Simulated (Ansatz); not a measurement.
# SiGeO4: the cost of one run

Program: Ansatz 0.2.0. Level of theory: DFT PBE, scalar-relativistic, plane waves, PAW, unless a step names another level. These are calculated values, not measurements.

## Step 1: The system as given

The structure is triclinic, space group P1 (No. 1). The conventional cell has a = 5.096 Å, b = 5.105 Å, c = 8.502 Å, α = 91.50°, β = 91.21°, γ = 119.00°. Si (site symmetry 1) has 4 O at 1.63 to 1.64 Å as nearest neighbours. Around Ge (site symmetry 1) lie 4 O at 1.75 to 1.76 Å. O (site symmetry 1) has 1 Si at 1.64 Å and 1 Ge at 1.76 Å as nearest neighbours. Around O (site symmetry 1) lie 1 Si at 1.63 Å and 1 Ge at 1.75 Å. Only part of the 12 independent sites is listed.

Coordinates:

```cif
data_structure
_symmetry_space_group_name_H-M 'P1'
_symmetry_Int_Tables_number 1
_cell_length_a 5.0959
_cell_length_b 5.1051
_cell_length_c 8.5020
_cell_angle_alpha 91.497
_cell_angle_beta 91.214
_cell_angle_gamma 118.998
_cell_volume 193.24
loop_
_atom_site_label
_atom_site_type_symbol
_atom_site_symmetry_multiplicity
_atom_site_Wyckoff_symbol
_atom_site_fract_x
_atom_site_fract_y
_atom_site_fract_z
_atom_site_occupancy
Si1 Si 1 a 0.70527 0.36703 0.06352 1
Si2 Si 1 a 0.29810 0.63573 0.56258 1
Ge1 Ge 1 a 0.36784 0.69819 0.93788 1
Ge2 Ge 1 a 0.62944 0.29699 0.43640 1
O1 O 1 a 0.48905 0.42964 0.94243 1
O2 O 1 a 0.06032 0.61436 0.05560 1
O3 O 1 a 0.66829 0.03896 0.01294 1
O4 O 1 a 0.60118 0.38690 0.24153 1
O5 O 1 a 0.26900 0.73120 0.74346 1
O6 O 1 a 0.36760 0.91663 0.45124 1
O7 O 1 a 0.98539 0.34793 0.49340 1
O8 O 1 a 0.55852 0.53642 0.55900 1
```

The cell was relaxed beforehand at this level, from a generated guess; it needn't be the stable form of this composition. At a tolerance of 0.02 Å it has space group P1 (No. 1); it has 16.10 Å³/atom, an uncorrected energy of -2.17 eV/atom over the elements.

## Step 2: Bands, states and charges

input.yaml

```yaml
crystal:
  lattice:
    - [5.095949659, 0.0003497975, -0.0004661733]
    - [-2.475137416, 4.4649856806, -0.0020387455]
    - [-0.179347265, -0.3495172063, 8.4928728262]
  atoms:
    - { symbol: Si, position: [0.7052665055, 0.3670340882, 0.0635216506] }
    - { symbol: Si, position: [0.2980956876, 0.6357337126, 0.5625839793] }
    - { symbol: Ge, position: [0.367839501, 0.6981889234, 0.9378824752] }
    - { symbol: Ge, position: [0.6294448139, 0.2969932905, 0.4364035137] }
    - { symbol: O, position: [0.4890471254, 0.4296413312, 0.9424333829] }
    - { symbol: O, position: [0.0603191205, 0.6143608641, 0.0556042752] }
    - { symbol: O, position: [0.6682905427, 0.0389578374, 0.0129363696] }
    - { symbol: O, position: [0.6011844066, 0.3868989077, 0.2415300925] }
    - { symbol: O, position: [0.2689983503, 0.7312026697, 0.7434624352] }
    - { symbol: O, position: [0.3675997021, 0.9166308188, 0.4512356691] }
    - { symbol: O, position: [0.9853933418, 0.3479340222, 0.4934048246] }
    - { symbol: O, position: [0.5585209023, 0.5364235339, 0.5589993322] }
basis:
  ecutwfc: 420
kpoints:
  mp_grid: { grid: [6, 6, 4] }
  band_path:
    path:
      - [[0.0, 0.0, 0.0], [-0.5, 0.0, 0.0]]
      - [[0.0, 0.0, -0.5], [0.0, 0.0, 0.0], [0.0, -0.5, 0.0]]
      - [[0.5, -0.5, 0.5], [0.0, 0.0, 0.0], [0.0, -0.5, 0.5]]
      - [[0.5, -0.5, 0.0], [0.0, 0.0, 0.0], [-0.5, 0.0, 0.5]]
    npoints: 10
hamiltonian:
  xc: pbe
scf:
  occupations: { method: gaussian, width: 0.02 }
  n_extra_bands: 30
output:
  forces: true
  stress: true
  eigenvalues: true
  populations: true
  dos: { projected: true, de: 0.02, nscf_kmesh: { grid: [9, 9, 6] } }
  bader: false
  write_density: true
  write_potential: true
  elf: true
  volumetric_format: npy
```

Started as:

```bash
$ ansatz run input.yaml --threads 4 --pin off --max-ram 8192MiB --backend cpu --events-out ev --progress --plain --runs-dir out
```

**Question.** How long does this run take on 4 threads of Arm Neoverse V2, shared host, and how much memory does it need?

About 2.9 min, with a peak of 2.1 GiB.
